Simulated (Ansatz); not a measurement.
# C10H8: the cost of one run

Program: Ansatz 0.2.0. Level of theory: the levels named in each step. These are calculated values, not measurements.

## 1. The starting structure

Bond lengths (14 of 19 bonds, heavy atoms first): C1–C2 1.388 Å, C2–C3 1.387 Å, C3–C4 1.382 Å, C4–C5 1.396 Å, C5–C6 1.392 Å, C6–C7 1.391 Å, C4–C8 1.487 Å, C7–C8 1.396 Å, C8–C9 1.382 Å, C1–C10 1.388 Å, C9–C10 1.387 Å, C1–H11 1.084 Å, C2–H12 1.083 Å, C3–H13 1.085 Å. Angles (14 of 30 angles, heavy atoms first): C1–C2–C3 128.8°, C2–C1–C10 129.9°, C2–C3–C4 128.6°, C3–C4–C5 126.0°, C3–C4–C8 127.6°, C5–C4–C8 106.4°, C4–C5–C6 108.9°, C5–C6–C7 109.6°, C6–C7–C8 108.9°, C4–C8–C7 106.4°, C4–C8–C9 127.6°, C7–C8–C9 126.0°, C8–C9–C10 128.6°, C1–C10–C9 128.8°.

As a file:

```xyz
18

C    -2.4716    0.2897    0.1242
C    -1.7509    1.4616   -0.0609
C    -0.3784    1.6297   -0.1743
C     0.6147    0.6702   -0.1240
C     1.9865    0.9015   -0.2453
C     2.6583   -0.3132   -0.1433
C     1.7387   -1.3392    0.0505
C     0.4526   -0.7956    0.0682
C    -0.7249   -1.5001    0.2320
C    -2.0256   -1.0179    0.2584
H    -3.5477    0.4140    0.1733
H    -2.3423    2.3666   -0.1306
H    -0.0335    2.6479   -0.3217
H     2.4420    1.8633   -0.3959
H     3.7253   -0.4398   -0.2047
H     1.9726   -2.3819    0.1650
H    -0.6113   -2.5721    0.3554
H    -2.7997   -1.7625    0.3996
```

## 2. A rough first relaxation, PBE-D4/def2-SVPD

input.yaml

```yaml
crystal:
  periodic: [false, false, false]
  atoms:
    - { symbol: C, position_ang: [-2.47155, 0.28966, 0.12416] }
    - { symbol: C, position_ang: [-1.75094, 1.46159, -0.06086] }
    - { symbol: C, position_ang: [-0.37841, 1.62973, -0.17431] }
    - { symbol: C, position_ang: [0.61474, 0.67019, -0.124] }
    - { symbol: C, position_ang: [1.98648, 0.90152, -0.24527] }
    - { symbol: C, position_ang: [2.65828, -0.31325, -0.14333] }
    - { symbol: C, position_ang: [1.73869, -1.33918, 0.05045] }
    - { symbol: C, position_ang: [0.45258, -0.79559, 0.06818] }
    - { symbol: C, position_ang: [-0.72488, -1.50011, 0.23201] }
    - { symbol: C, position_ang: [-2.02556, -1.01789, 0.25836] }
    - { symbol: H, position_ang: [-3.54766, 0.41401, 0.17332] }
    - { symbol: H, position_ang: [-2.34234, 2.3666, -0.13062] }
    - { symbol: H, position_ang: [-0.03345, 2.64786, -0.32172] }
    - { symbol: H, position_ang: [2.44198, 1.86329, -0.39588] }
    - { symbol: H, position_ang: [3.72528, -0.43984, -0.20473] }
    - { symbol: H, position_ang: [1.97255, -2.38195, 0.165] }
    - { symbol: H, position_ang: [-0.61132, -2.57211, 0.35544] }
    - { symbol: H, position_ang: [-2.79973, -1.76247, 0.39955] }
basis:
  gaussian: { orbitals: def2-SVPD }
hamiltonian:
  xc: pbe
  dispersion: d4
relax:
  f_tol: 0.03
  max_steps: 200
```

Command:

```console
> ansatz run input.yaml --threads 8 --pin off --max-ram 22528MiB --backend cpu --events-out ev --progress --plain --runs-dir out
```

**Question.** How long does this run take on 8 threads of Intel Xeon Platinum 8488C (Sapphire Rapids), shared host, and how much memory does it need?

About 13 s, with a peak of 0.47 GiB.
